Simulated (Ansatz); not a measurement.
The system is CsLiCr2Te2S3.

```
Cs Li Cr Te S
1.0
     3.42162   -5.18069    0.00784
     3.42162    5.18069    0.00784
    -2.90411    0.00000    7.43093
Cs Li Cr Te S
1 1 2 2 3
Direct
  0.09374 0.09374 0.00853
  0.58875 0.58875 0.55336
  0.05646 0.46755 0.55790
  0.46755 0.05646 0.55790
  0.56486 0.87357 0.29035
  0.87357 0.56486 0.29035
  0.81151 0.39697 0.73347
  0.39697 0.81151 0.73347
  0.21404 0.21404 0.48371
```

The cell was built by a generator and needn't be a form met in nature.

Base run:

- Program: Ansatz 0.2.0
- Functional: PBE
- Potentials or basis: Ansatz PAW
- Cutoff: 420 eV (not typed: the program's choice for these potentials)
- k mesh: 5 × 5 × 4
- Occupations: fermi-dirac, width 0.05 eV
- Spin: collinear spin, ferromagnetic start
- Starting moments: [0.0, 0.0, 3.0, 3.0, 0.0, 0.0, 0.0, 0.0, 0.0] μB

Its results: band gap on the k mesh none (metal or under the smearing width); pressure 0.0 GPa; net moment 4.01 μB per cell; site moments Cs -0.00; Li +0.00; Cr +2.02; Te -0.13; S -0.06, -0.05 μB; largest force 0.016 eV/Å.

Q: The run is repeated on the same cell with these changes: functional from PBE to PBEsol. What comes out?

A: Band gap on the k mesh none (metal or under the smearing width); pressure -2.1 GPa; net moment 4.01 μB per cell; site moments Cs -0.00; Li +0.00; Cr +1.99; Te -0.13; S -0.06, -0.05 μB; largest force 0.288 eV/Å.

PBEsol binds more tightly than PBE, so the same cell stands under less pressure.

Caveats: only a ferromagnetic start was run, and an antiferromagnetic order may lie lower in energy; spin-orbit coupling is left out, which moves the levels of the heavy elements (some runs); the PAW data sets come from PBE, with cores solved anew for the run's functional, which leaves a small shift of forces and pressure (some runs).
